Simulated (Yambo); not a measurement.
# Al (Fm-3m) in Yambo: further runs

One crystal, Al, is run at these levels: LDA; tasks: optical spectrum, energy-loss spectrum.

Program: Yambo 5.3.0. These are calculated values, not measurements. Logs are shortened: lines on timing, memory, paths and dates and some standing lists are left out, and cuts for length are marked.

## (1) The structure

The structure is cubic, space group Fm-3m (No. 225). Conventional cell: a = 4.050 Å, b = 4.050 Å, c = 4.050 Å, α = 90.00°, β = 90.00°, γ = 90.00°. Around Al (site symmetry m-3m) lie 12 Al at 2.86 Å.

## (2) Optical spectrum, LDA

optics9.in

```
optics
chi
Chimod= "IP"
% BndsRnXd
 1 | 42 |
%
% LongDrXd
 1 | 0 | 0 |
%
% QpntsRXd
 1 | 1 |
%
% EnRngeXd
 0 | 20 | eV
%
% DmRngeXd
 0.05 | 0.05 | eV
%
ETStpsXd= 200
```

scf.in

```
&CONTROL
  calculation = 'scf'
  prefix = 'pwscf'
  outdir = './tmp'
  pseudo_dir = './pseudo'
/
&SYSTEM
  ibrav = 0
  A = 2.86350669
  nat = 1
  ntyp = 1
  ecutwfc = 44
  nbnd = 6
  occupations = 'smearing'
  smearing = 'fd'
  degauss = 0.00367493
  force_symmorphic = .true.
/
&ELECTRONS
  conv_thr = 2d-10
  electron_maxstep = 120
  mixing_beta = 0.5
/
ATOMIC_SPECIES
Al    26.9815 Al.upf
CELL_PARAMETERS alat
   0.0000000000    0.7071067817    0.7071067817
   0.7071067817    0.0000000000    0.7071067817
   0.7071067817    0.7071067817    0.0000000000
ATOMIC_POSITIONS alat
Al     0.0000000000    0.0000000000    0.0000000000
K_POINTS automatic
12 12 12 0 0 0
```

nscf.in

```
&CONTROL
  calculation = 'nscf'
  prefix = 'pwscf'
  outdir = './tmp'
  pseudo_dir = './pseudo'
/
&SYSTEM
  ibrav = 0
  A = 2.86350669
  nat = 1
  ntyp = 1
  ecutwfc = 44
  nbnd = 102
  occupations = 'smearing'
  smearing = 'fd'
  degauss = 0.00367493
  force_symmorphic = .true.
/
&ELECTRONS
  conv_thr = 1d-08
  diago_full_acc = .true.
  diago_thr_init = 1d-06
/
ATOMIC_SPECIES
Al    26.9815 Al.upf
CELL_PARAMETERS alat
   0.0000000000    0.7071067817    0.7071067817
   0.7071067817    0.0000000000    0.7071067817
   0.7071067817    0.7071067817    0.0000000000
ATOMIC_POSITIONS alat
Al     0.0000000000    0.0000000000    0.0000000000
K_POINTS automatic
8 8 8 0 0 0
```

Potentials or basis: PseudoDojo 0.4.1 SR LDA stringent.

On the command line:

```
> OMP_NUM_THREADS=1 pw.x -in scf.in > scf.out
> OMP_NUM_THREADS=1 pw.x -in nscf.in > nscf.out
> cd tmp/pwscf.save; p2y; mv SAVE ../..; cd ../..
> OMP_NUM_THREADS=1 yambo
> OMP_NUM_THREADS=1 yambo -F optics9.in -J optics9 -C optics9_out
```

Yambo's report:

```text
[... sections 02.01 to 02.04 as in the set-up run ...]

  [02.05] Energies & Occupations
  ==============================

  [X] === General ===
  [X] Electronic Temperature                        :  0.258606E-1   300.100    [eV K]
  [X] Bosonic    Temperature                        :  0.258606E-1   300.100    [eV K]
  [X] Finite Temperature mode                       : yes
  [X] El. density                                   :  0.18069E+24 [cm-3]
  [X] Fermi Level                                   :  7.741417 [eV]

  [X] === Gaps and Widths ===
  [X] Conduction Band Min                           :  7.741417 [eV]
  [X] Valence Band Max                              :  7.741417 [eV]
  [X] Filled Bands                                  :  1
  [X] Metallic Bands                                :  2  3
  [X] Empty Bands                                   :    4  102

  [X] === Metallic Characters ===
  [X] N of el / N of met el                         :  3.000000  0.975885
  [X] Average metallic occ.                         :  0.121986

  [WARNING] [X] Metallic system

 [03] Transferred momenta grid and indexing
 ==========================================

 IBZ Q-points                                      :  29
 BZ  Q-points                                      :   512

 K/Q-points units:
 rlu = crystal or reduced units; cc = cartesian coordinates; iku = interal k-units

 Q [ 1]         [rlu]:  0.000000  0.000000  0.000000
 Q [ 2]         [rlu]:  0.19288E-17  0.19288E-17  0.12500
 Q [ 3]         [rlu]: -0.13045E-16 -0.13045E-16  0.25000
 Q [ 4]         [rlu]: -0.33445E-16 -0.56898E-17  0.37500
 Q [ 5]         [rlu]:  0.79415E-17  0.79415E-17 -0.50000
 Q [ 6]         [rlu]: -0.93913E-17  0.12500      0.12500
 Q [ 7]         [rlu]:  0.19288E-17  0.12500      0.25000
 Q [ 8]         [rlu]: -0.13045E-16  0.12500      0.37500
 Q [ 9]         [rlu]: -0.76857E-16  0.12500      0.50000
 Q [10]         [rlu]:  0.75552E-16  0.12500     -0.37500
 Q [11]         [rlu]: -0.35977E-18  0.12500     -0.25000
 Q [12]         [rlu]:  0.13045E-16  0.12500     -0.12500
 Q [13]         [rlu]: -0.18783E-16  0.25000      0.25000
 Q [14]         [rlu]: -0.18888E-16  0.25000      0.37500
 Q [15]         [rlu]:  0.20788E-17  0.25000      0.50000
 Q [16]         [rlu]: -0.21120E-16  0.25000     -0.37500
 Q [17]         [rlu]: -0.77150E-17  0.25000     -0.25000
 Q [18]         [rlu]: -0.36625E-16  0.37500      0.37500
 Q [19]         [rlu]:  0.27283E-16  0.37500      0.50000
 Q [20]         [rlu]: -0.71955E-18  0.37500     -0.37500
 Q [21]         [rlu]:  0.37565E-16 -0.50000     -0.50000
 Q [22]         [rlu]:  0.125000  0.250000  0.375000
 Q [23]         [rlu]:  0.125000  0.250000  0.500000
 Q [24]         [rlu]:  0.125000  0.250000 -0.375000
 Q [25]         [rlu]:  0.125000  0.375000  0.500000
 Q [26]         [rlu]:  0.125000  0.375000  0.625000
 Q [27]         [rlu]:  0.125000  0.375000 -0.250000
 Q [28]         [rlu]:  0.125000 -0.500000 -0.375000
 Q [29]         [rlu]:  0.250000 -0.500000 -0.250000

 [04] Dipoles
 ============

  [04.01] Setup: observables and procedures
  =========================================

  [WF-Oscillators/G space/Transverse up loader] Normalization (few states)  min/max  :  0.98894E-17   1.0000

  [WR./optics9//ndb.dipoles]------------------------------------------------------
   Brillouin Zone Q/K grids (IBZ/BZ)                :    29   512    29   512
   RL vectors                                       :   869 [WF]
   Fragmentation                                    : yes
   Electronic Temperature                           :  300.1000 [K]
   Bosonic    Temperature                           :  300.1000 [K]
   DIP band range                                   :    1   42
   DIP band range limits                            :  3  2
   DIP e/h energy range                             : -1.000000 -1.000000 [eV]
   RL vectors in the sum                            :   869
   [r,Vnl] included                                 : yes
   Bands ordered                                    : yes
   Direct v evaluation                              : no
   Approach used                                    : G-space v
   Dipoles computed                                 : R V P [G-space]
   Wavefunctions                                    : Slater exchange(X)+Perdew & Wang(C)

  [WARNING] [r,Vnl^pseudo] included in position and velocity dipoles.

  [WARNING] In case H contains other non local terms, these are neglected

 [05] Optics
 ===========

 [X-CG] R(p) Tot o/o(of R):    1639   34015     100

 [WARNING] The system is a metal but Drude term not included.
```

Run time: 20 s. Hardware: 1 thread of Arm Neoverse V1, shared host; peak memory 0.22 GiB.

What came out:

* Band gap on the k mesh, mean-field level: none (metal or under the smearing width)

Dielectric function (along the field direction of the input):
```tsv
energy (eV)	real part	imaginary part
0.30	55.11	1.10
1.61	-78.32	31.04
2.61	-16.89	1.16
3.62	-5.35	0.35
4.62	-10.25	2.27
5.63	-2.90	0.14
6.63	-1.58	0.16
7.74	-0.80	0.28
8.74	-0.70	0.23
9.75	-0.23	0.04
10.75	0.07	0.02
11.76	0.22	0.09
12.76	0.33	0.16
13.87	0.41	0.02
14.87	0.53	0.01
15.88	0.61	0.04
16.88	0.59	0.06
17.89	0.66	0.02
18.89	0.70	0.01
20.00	0.73	0.01
```

Caveat: the intraband (Drude) term of the metal is left out; spectra need much finer meshes, so this one isn't converged; independent-particle spectra lack excitons.

## (3) Optical spectrum, LDA

optics10.in

```
optics
chi
Chimod= "HARTREE"
% BndsRnXd
 1 | 42 |
%
NGsBlkXd= 2 Ry
% LongDrXd
 0 | 1 | 0 |
%
% QpntsRXd
 1 | 1 |
%
% EnRngeXd
 0 | 30 | eV
%
% DmRngeXd
 0.1 | 0.1 | eV
%
ETStpsXd= 300
```

scf.in is that of step 2.

nscf.in is that of step 2.

Potentials or basis: PseudoDojo 0.4.1 SR LDA stringent.

On the command line:

```
> OMP_NUM_THREADS=1 pw.x -in scf.in > scf.out
> OMP_NUM_THREADS=1 pw.x -in nscf.in > nscf.out
> cd tmp/pwscf.save; p2y; mv SAVE ../..; cd ../..
> OMP_NUM_THREADS=1 yambo
> OMP_NUM_THREADS=1 yambo -F optics10.in -J optics10 -C optics10_out
```

Yambo's report:

```text
[... sections 02.01 to 02.04 as in the set-up run ...]

  [02.05] Energies & Occupations
  ==============================

  [X] === General ===
  [X] Electronic Temperature                        :  0.258606E-1   300.100    [eV K]
  [X] Bosonic    Temperature                        :  0.258606E-1   300.100    [eV K]
  [X] Finite Temperature mode                       : yes
  [X] El. density                                   :  0.18069E+24 [cm-3]
  [X] Fermi Level                                   :  7.741417 [eV]

  [X] === Gaps and Widths ===
  [X] Conduction Band Min                           :  7.741417 [eV]
  [X] Valence Band Max                              :  7.741417 [eV]
  [X] Filled Bands                                  :  1
  [X] Metallic Bands                                :  2  3
  [X] Empty Bands                                   :    4  102

  [X] === Metallic Characters ===
  [X] N of el / N of met el                         :  3.000000  0.975885
  [X] Average metallic occ.                         :  0.121986

  [WARNING] [X] Metallic system

 [03] Transferred momenta grid and indexing
 ==========================================

 IBZ Q-points                                      :  29
 BZ  Q-points                                      :   512

 K/Q-points units:
 rlu = crystal or reduced units; cc = cartesian coordinates; iku = interal k-units

 Q [ 1]         [rlu]:  0.000000  0.000000  0.000000
 Q [ 2]         [rlu]:  0.19288E-17  0.19288E-17  0.12500
 Q [ 3]         [rlu]: -0.13045E-16 -0.13045E-16  0.25000
 Q [ 4]         [rlu]: -0.33445E-16 -0.56898E-17  0.37500
 Q [ 5]         [rlu]:  0.79415E-17  0.79415E-17 -0.50000
 Q [ 6]         [rlu]: -0.93913E-17  0.12500      0.12500
 Q [ 7]         [rlu]:  0.19288E-17  0.12500      0.25000
 Q [ 8]         [rlu]: -0.13045E-16  0.12500      0.37500
 Q [ 9]         [rlu]: -0.76857E-16  0.12500      0.50000
 Q [10]         [rlu]:  0.75552E-16  0.12500     -0.37500
 Q [11]         [rlu]: -0.35977E-18  0.12500     -0.25000
 Q [12]         [rlu]:  0.13045E-16  0.12500     -0.12500
 Q [13]         [rlu]: -0.18783E-16  0.25000      0.25000
 Q [14]         [rlu]: -0.18888E-16  0.25000      0.37500
 Q [15]         [rlu]:  0.20788E-17  0.25000      0.50000
[... 12 lines left out ...]
 Q [28]         [rlu]:  0.125000 -0.500000 -0.375000
 Q [29]         [rlu]:  0.250000 -0.500000 -0.250000

 [04] Dipoles
 ============

  [04.01] Setup: observables and procedures
  =========================================

  [WF-Oscillators/G space/Transverse up loader] Normalization (few states)  min/max  :  0.98894E-17   1.0000

  [WR./optics10//ndb.dipoles]-----------------------------------------------------
   Brillouin Zone Q/K grids (IBZ/BZ)                :    29   512    29   512
   RL vectors                                       :   869 [WF]
   Fragmentation                                    : yes
   Electronic Temperature                           :  300.1000 [K]
   Bosonic    Temperature                           :  300.1000 [K]
   DIP band range                                   :    1   42
   DIP band range limits                            :  3  2
   DIP e/h energy range                             : -1.000000 -1.000000 [eV]
   RL vectors in the sum                            :   869
   [r,Vnl] included                                 : yes
   Bands ordered                                    : yes
   Direct v evaluation                              : no
   Approach used                                    : G-space v
   Dipoles computed                                 : R V P [G-space]
   Wavefunctions                                    : Slater exchange(X)+Perdew & Wang(C)

  [WARNING] [r,Vnl^pseudo] included in position and velocity dipoles.

  [WARNING] In case H contains other non local terms, these are neglected

 [05] Optics
 ===========

 [X-CG] R(p) Tot o/o(of R):    1639   34015     100

 [WARNING] The system is a metal but Drude term not included.
```

Wall time 21 s (1 thread of Arm Neoverse V1, shared host); peak memory 0.27 GiB.

Results:

| Quantity | Value |
| --- | --- |
| Band gap on the k mesh, mean-field level | none (metal or under the smearing width) |
| Peak of the energy-loss function | 10.4 eV |

Dielectric function (along the field direction of the input):
| energy (eV) | real part | imaginary part |
| --- | --- | --- |
| 0.30 | 54.75 | 2.17 |
| 1.30 | 91.45 | 113.20 |
| 2.31 | -23.71 | 5.13 |
| 3.31 | -7.64 | 0.84 |
| 4.41 | 0.58 | 10.11 |
| 5.42 | -3.30 | 0.29 |
| 6.42 | -1.64 | 0.16 |
| 7.53 | -0.73 | 0.13 |
| 8.53 | -0.33 | 0.52 |
| 9.53 | -0.34 | 0.14 |
| 10.64 | 0.05 | 0.03 |
| 11.64 | 0.25 | 0.07 |
| 12.64 | 0.37 | 0.13 |
| 13.75 | 0.40 | 0.05 |
| 14.75 | 0.52 | 0.01 |
| 15.75 | 0.59 | 0.02 |
| 16.86 | 0.60 | 0.06 |
| 17.86 | 0.66 | 0.02 |
| 18.86 | 0.70 | 0.01 |
| 19.97 | 0.74 | 0.01 |

Energy-loss function:
| energy (eV) | loss |
| --- | --- |
| 0.0 | 0.000 |
| 1.3 | 0.005 |
| 2.6 | 0.008 |
| 3.9 | 0.070 |
| 5.2 | 0.025 |
| 6.5 | 0.074 |
| 7.8 | 0.335 |
| 9.1 | 0.717 |
| 10.4 | 33.570 |
| 11.7 | 1.247 |
| 13.0 | 0.278 |
| 14.3 | 0.052 |
| 15.7 | 0.071 |
| 17.0 | 0.111 |
| 18.3 | 0.032 |
| 19.6 | 0.028 |
| 20.9 | 0.036 |
| 22.2 | 0.018 |
| 23.5 | 0.024 |
| 24.8 | 0.015 |
| 26.1 | 0.014 |
| 27.4 | 0.025 |
| 28.7 | 0.008 |
| 30.0 | 0.012 |

Caveat: the intraband (Drude) term of the metal is left out; spectra need much finer meshes, so this one isn't converged; these spectra lack excitons.

## (4) Energy-loss spectrum, LDA

eels11.in

```
optics
chi
Chimod= "HARTREE"
% BndsRnXd
 1 | 42 |
%
NGsBlkXd= 2 Ry
% LongDrXd
 1 | 1 | 1 |
%
% QpntsRXd
 3 | 3 |
%
% EnRngeXd
 0 | 40 | eV
%
% DmRngeXd
 0.2 | 0.2 | eV
%
ETStpsXd= 200
```

scf.in is that of step 3.

nscf.in is that of step 3.

Potentials or basis: PseudoDojo 0.4.1 SR LDA stringent.

On the command line:

```
> OMP_NUM_THREADS=1 pw.x -in scf.in > scf.out
> OMP_NUM_THREADS=1 pw.x -in nscf.in > nscf.out
> cd tmp/pwscf.save; p2y; mv SAVE ../..; cd ../..
> OMP_NUM_THREADS=1 yambo
> OMP_NUM_THREADS=1 yambo -F eels11.in -J eels11 -C eels11_out
```

Yambo's report:

```text
[... sections 02.01 to 02.04 as in the set-up run ...]

  [02.05] Energies & Occupations
  ==============================

  [X] === General ===
  [X] Electronic Temperature                        :  0.258606E-1   300.100    [eV K]
  [X] Bosonic    Temperature                        :  0.258606E-1   300.100    [eV K]
  [X] Finite Temperature mode                       : yes
  [X] El. density                                   :  0.18069E+24 [cm-3]
  [X] Fermi Level                                   :  7.741417 [eV]

  [X] === Gaps and Widths ===
  [X] Conduction Band Min                           :  7.741417 [eV]
  [X] Valence Band Max                              :  7.741417 [eV]
  [X] Filled Bands                                  :  1
  [X] Metallic Bands                                :  2  3
  [X] Empty Bands                                   :    4  102

  [X] === Metallic Characters ===
  [X] N of el / N of met el                         :  3.000000  0.975885
  [X] Average metallic occ.                         :  0.121986

  [WARNING] [X] Metallic system

 [03] Transferred momenta grid and indexing
 ==========================================

 IBZ Q-points                                      :  29
 BZ  Q-points                                      :   512

 K/Q-points units:
 rlu = crystal or reduced units; cc = cartesian coordinates; iku = interal k-units

 Q [ 1]         [rlu]:  0.000000  0.000000  0.000000
 Q [ 2]         [rlu]:  0.19288E-17  0.19288E-17  0.12500
 Q [ 3]         [rlu]: -0.13045E-16 -0.13045E-16  0.25000
 Q [ 4]         [rlu]: -0.33445E-16 -0.56898E-17  0.37500
 Q [ 5]         [rlu]:  0.79415E-17  0.79415E-17 -0.50000
 Q [ 6]         [rlu]: -0.93913E-17  0.12500      0.12500
 Q [ 7]         [rlu]:  0.19288E-17  0.12500      0.25000
 Q [ 8]         [rlu]: -0.13045E-16  0.12500      0.37500
 Q [ 9]         [rlu]: -0.76857E-16  0.12500      0.50000
 Q [10]         [rlu]:  0.75552E-16  0.12500     -0.37500
 Q [11]         [rlu]: -0.35977E-18  0.12500     -0.25000
 Q [12]         [rlu]:  0.13045E-16  0.12500     -0.12500
 Q [13]         [rlu]: -0.18783E-16  0.25000      0.25000
 Q [14]         [rlu]: -0.18888E-16  0.25000      0.37500
 Q [15]         [rlu]:  0.20788E-17  0.25000      0.50000
[... 12 lines left out ...]
 Q [28]         [rlu]:  0.125000 -0.500000 -0.375000
 Q [29]         [rlu]:  0.250000 -0.500000 -0.250000

 [04] Optics
 ===========

 [WF-X loader] Normalization (few states)  min/max  :  0.49168E-16   1.0000

 [X-CG] R(p) Tot o/o(of R):    6618   34077     100
```

Run time: 20 s. Hardware: 1 thread of Arm Neoverse V1, shared host; peak memory 0.27 GiB.

Results:

```
Band gap on the k mesh, mean-field level : none (metal or under the smearing width)
Peak of the energy-loss function         : 16.5 eV
```

Energy-loss function at q = [0.0, 0.0, 0.25] (reciprocal lattice):
| energy (eV) | loss |
| --- | --- |
| 0.0 | 0.000 |
| 1.8 | 0.023 |
| 3.4 | 0.074 |
| 5.2 | 0.071 |
| 7.0 | 0.115 |
| 8.6 | 0.077 |
| 10.5 | 0.114 |
| 12.3 | 0.168 |
| 13.9 | 0.330 |
| 15.7 | 3.160 |
| 17.5 | 3.286 |
| 19.1 | 0.445 |
| 20.9 | 0.181 |
| 22.5 | 0.083 |
| 24.3 | 0.058 |
| 26.1 | 0.046 |
| 27.7 | 0.035 |
| 29.5 | 0.019 |
| 31.4 | 0.020 |
| 33.0 | 0.019 |
| 34.8 | 0.015 |
| 36.6 | 0.018 |
| 38.2 | 0.019 |
| 40.0 | 0.013 |

Caveat: loss spectra need finer meshes, so the fine structure isn't converged.

## (5) Overview

| task | direction of the field or of q to 0 | broadening | kernel | top of the energy range | energy points | gap on the mesh (eV) |
| --- | --- | --- | --- | --- | --- | --- |
| optical spectrum | x | 0.05 eV | none (independent particles) | 20 eV | 200 | none |
| optical spectrum | y | 0.1 eV | Hartree (RPA with local fields) | 30 eV | 300 | none |
| energy-loss spectrum | - | 0.2 eV | Hartree (RPA with local fields) | 40 eV | 200 | none |

Alike in all rows: level LDA; potentials or basis PseudoDojo 0.4.1 SR LDA stringent; no spin polarisation; cell as given; k mesh 8 × 8 × 8; cutoff (eV) 599; smearing fermi-dirac 0.05 eV.

Every run on the cell as given and a fine mesh finds a metal.

Caveats: the intraband (Drude) term of the metal is left out (some runs); spectra need much finer meshes, so this one isn't converged (some runs); independent-particle spectra lack excitons (some runs); these spectra lack excitons (some runs); loss spectra need finer meshes, so the fine structure isn't converged (some runs).

Absolute energies hang on the potentials; compare differences alone.
